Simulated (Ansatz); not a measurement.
This was printed by a script on the Ansatz DFT code, driven from Python, for harmonic frequencies at the relaxed geometry of CH₄FISi, SMILES FC([SiH3])I. What did the script look like? Level of theory (for the species named): PBE0, def2-SVP basis, multiplicity 1, D4 dispersion.

```xyz
8

F     0.1400   -0.5131   -1.8444
C    -0.2541    0.3636   -0.8338
Si    0.3787   -0.2956    0.7407
I    -2.2817    0.4521   -0.7347
H     0.1727    1.3422   -1.0796
H     0.0766    0.6126    1.8972
H     1.9244   -0.3792    0.7258
H    -0.0645   -1.6397    1.0731
```

```console
$ python freq_ch4fisi.py
step   1  E = -19784.303810 eV  largest force component 2.3341 eV/A
step   2  E = -19784.607473 eV  largest force component 1.3472 eV/A
step   3  E = -19784.647921 eV  largest force component 0.6300 eV/A
step   4  E = -19784.655935 eV  largest force component 0.1089 eV/A
step   5  E = -19784.655646 eV  largest force component 0.3402 eV/A
step   6  E = -19784.657287 eV  largest force component 0.0232 eV/A
step   7  E = -19784.657907 eV  largest force component 0.0170 eV/A
step   8  E = -19784.657982 eV  largest force component 0.0049 eV/A
step   9  E = -19784.657987 eV  largest force component 0.0021 eV/A
pair        before    after (A)
F0-C1        1.3947   1.3564
C1-Si2       1.8204   1.9091
C1-I3        2.0319   2.1828
C1-H4        1.0956   1.1015
Si2-H5       1.5012   1.4900
Si2-H6       1.5480   1.4938
Si2-H7       1.4538   1.4881
final angle F0-C1-Si2: 110.99 deg
final angle F0-C1-I3: 109.83 deg
final angle F0-C1-H4: 109.30 deg
final angle Si2-C1-I3: 108.96 deg
final angle Si2-C1-H4: 114.07 deg
final angle C1-Si2-H5: 108.25 deg
final angle C1-Si2-H6: 108.02 deg
final angle C1-Si2-H7: 108.64 deg
final angle I3-C1-H4: 103.39 deg
final angle H5-Si2-H6: 110.24 deg
final angle H5-Si2-H7: 111.37 deg
final angle H6-Si2-H7: 110.22 deg
frequencies (1/cm): 139 171 254 281 459 616 672 771 905 928 937 1063 1150 1325 2239 2261 2275 3120
imaginary modes: 0  zero-point energy: 1.213 eV
T (K)   F_vib (eV)   S_vib (meV/K)   C_vib (meV/K)
 100.0      1.2106        0.0863          0.1793
 200.0      1.1926        0.2763          0.3870
 300.0      1.1552        0.4702          0.5796
 400.0      1.0987        0.6601          0.7419
 500.0      1.0236        0.8399          0.8699
deuterated (1/cm): 120 134 241 264 388 491 572 638 667 673 698 859 980 1153 1597 1630 1644 2296
zero-point energy falls by 0.2804 eV
```

One script that gives this output:

`freq_ch4fisi.py`:
```python
# -*- coding: utf-8 -*-
import itertools

import ansatz as az
from ase import Atoms
from ase.data import atomic_numbers, covalent_radii
import numpy as np


def main():
    atoms = Atoms(['F', 'C', 'Si', 'I', 'H', 'H', 'H', 'H'], positions=[
        (0.14, -0.5131, -1.8444),
        (-0.2541, 0.3636, -0.8338),
        (0.3787, -0.2956, 0.7407),
        (-2.2817, 0.4521, -0.7347),
        (0.1727, 1.3422, -1.0796),
        (0.0766, 0.6126, 1.8972),
        (1.9244, -0.3792, 0.7258),
        (-0.0645, -1.6397, 1.0731),
    ])
    geometry = az.Crystal.molecule_from_ase(atoms)

    model = (
        geometry.calculation()
        .basis(gaussian='def2-SVP')
        .functional('pbe0', dispersion='d4')
    )
    symbols = [site.symbol for site in geometry.cartesian_sites]
    start = np.array([site.position_ang for site in geometry.cartesian_sites], dtype=float)
    def progress(event):
        if event['event'] == 'relax_step':
            row = event['data']
            print(f'step {row["step"]:3d}  E = {row["lagrangian_ev"]:.6f} eV  largest force component {row["allowed_force_max_ev_ang"]:.4f} eV/A')


    rep = model.relax(force_tolerance=0.003).session().plan().execute(on_event=progress).report
    end = np.array(rep['positions_ang'])

    radius = [covalent_radii[atomic_numbers[s]] for s in symbols]
    span = lambda where, i, j: np.linalg.norm(where[i] - where[j])
    bonded = [(i, j) for i, j in itertools.combinations(range(len(symbols)), 2) if min(span(start, i, j), span(end, i, j)) < 1.2 * (radius[i] + radius[j])]
    print('pair        before    after (A)')
    for i, j in bonded:
        print(f'{symbols[i]}{i}-{symbols[j]}{j}'.ljust(10), f'{span(start, i, j):8.4f} {span(end, i, j):8.4f}')
    for first, second in list(itertools.combinations(bonded, 2)):
        shared = set(first) & set(second)
        if shared and symbols[(j := shared.pop())] != 'H':
            i, k = sorted((set(first) | set(second)) - {j})
            u, v = end[i] - end[j], end[k] - end[j]
            angle = np.degrees(np.arccos(np.clip(u @ v / np.linalg.norm(u) / np.linalg.norm(v), -1, 1)))
            print(f'final angle {symbols[i]}{i}-{symbols[j]}{j}-{symbols[k]}{k}: {angle:.2f} deg')

    minimum = az.Crystal.molecule()
    for symbol, place in zip(symbols, end):
        minimum = minimum.atom(symbol, place.tolist())
    vibrating = (
        minimum.calculation()
        .basis(gaussian='def2-SVP')
        .functional('pbe0', dispersion='d4')
        .phonons(temperatures=(100, 500, 100))
    )
    vib = vibrating.run(threads=1).report['vibrations']
    sums = vib['harmonic_sums']
    modes = [m['omega_inv_cm'] for m in sums['modes_at_gamma'] if m['rigid_motion'] == 'no']
    print('frequencies (1/cm):', ' '.join(f'{w:.0f}' for w in modes))
    print('imaginary modes:', sum(w < 0 for w in modes), ' zero-point energy:', round(sums['zero_point_energy_ev'], 4), 'eV')
    print('T (K)   F_vib (eV)   S_vib (meV/K)   C_vib (meV/K)')
    for row in zip(sums['temperatures_k'], sums['vibrational_free_energy_ev'], vib['entropy_ev_per_k'], vib['heat_capacity_ev_per_k']):
        print(f'{row[0]:6.1f} {row[1]:11.4f} {1000 * row[2]:13.4f} {1000 * row[3]:15.4f}')

    heavier = vibrating.phonons(masses={'H': 2.014102}).run(threads=1).report['vibrations']['harmonic_sums']
    print('deuterated (1/cm):', ' '.join(f'{m["omega_inv_cm"]:.0f}' for m in heavier['modes_at_gamma'] if m['rigid_motion'] == 'no'))
    print('zero-point energy falls by', round(sums['zero_point_energy_ev'] - heavier['zero_point_energy_ev'], 4), 'eV')


if __name__ == '__main__':
    main()
```

Total energies depend on the basis set; only differences at equal settings carry meaning. The frequencies are harmonic and unscaled, in a modest basis. The result belongs to the one conformer reached from this start, and soft torsions count as harmonic oscillators. def2 sets replace the cores of elements past krypton by effective core potentials. The whole script took 5.9 min on 1 thread of Arm Neoverse V1 (shared host), peak memory 0.29 GiB.

(A comment or docstring line of the script was reworded after the run, the code is as it ran; lines on the test bed's own set-up are left out of the output.)
